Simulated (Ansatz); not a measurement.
# BrH6NOSi: the cost of one run

Program: Ansatz 0.2.0. Level of theory: RKS B3LYP-D4/def2-SVP. These are calculated values, not measurements.

## 1. Starting point

Bond lengths: Si1–N2 2.122 Å, Si1–H3 1.450 Å, Si1–H4 1.442 Å, Si1–O5 1.633 Å, Si1–Br7 2.704 Å, N2–H8 1.010 Å, N2–H9 1.010 Å, O5–H10 0.953 Å. Angles: Si1–N2–H8 117.2°, Si1–N2–H9 113.6°, H8–N2–H9 110.6°, N2–Si1–H3 103.4°, N2–Si1–H4 108.3°, N2–Si1–O5 96.6°, N2–Si1–Br7 75.4°, H3–Si1–H4 140.1°, H3–Si1–O5 106.0°, H3–Si1–Br7 82.5°, H4–Si1–O5 93.8°, H4–Si1–Br7 82.7°, O5–Si1–Br7 169.6°, Si1–O5–H10 125.9°.

Structure file:

```xyz
10

Si   -0.5485    0.5417   -0.4845
N     0.6828   -0.7150    0.7023
H     0.3946    1.1993   -1.3683
H    -1.7538    0.8248    0.2548
O    -1.2382   -0.6480   -1.3653
H     1.0921    0.2849    1.4827
Br    0.5540    2.1973    1.3471
H     1.4687   -1.1555    0.2464
H     0.1659   -1.3884    1.2489
H    -0.8175   -1.1411   -2.0641
```

## 2. Pulling towards end A

Springs on the bonds that form and break draw the guess towards this end; the thresholds are loose.

File input.yaml:

```yaml
crystal:
  periodic: [false, false, false]
  atoms:
    - { symbol: Si, position_ang: [-0.5485, 0.5417, -0.4845] }
    - { symbol: "N", position_ang: [0.6828, -0.715, 0.7023] }
    - { symbol: H, position_ang: [0.3946, 1.1993, -1.3683] }
    - { symbol: H, position_ang: [-1.7538, 0.8248, 0.2548] }
    - { symbol: O, position_ang: [-1.2382, -0.648, -1.3653] }
    - { symbol: H, position_ang: [1.0921, 0.2849, 1.4827] }
    - { symbol: Br, position_ang: [0.554, 2.1973, 1.3471] }
    - { symbol: H, position_ang: [1.4687, -1.1555, 0.2464] }
    - { symbol: H, position_ang: [0.1659, -1.3884, 1.2489] }
    - { symbol: H, position_ang: [-0.8175, -1.1411, -2.0641] }
basis:
  gaussian: { orbitals: def2-SVP }
hamiltonian:
  xc: b3lyp
  dispersion: d4
relax:
  f_tol: 0.15
  max_steps: 25
  restrain:
    - { distance: [0, 6], at: 3.61, k: 30.0 }
    - { distance: [5, 1], at: 2.32, k: 30.0 }
    - { distance: [0, 1], at: 1.82, k: 30.0 }
    - { distance: [5, 6], at: 1.51, k: 30.0 }
```

Started as:

```bash
$ ansatz run input.yaml --threads 2 --pin off --max-ram 3072MiB --backend cpu --events-out ev --progress --plain --runs-dir out
```

What time and memory should one allow on 2 threads of Arm Neoverse V2, shared host?

About 26 s, with a peak of 0.25 GiB.
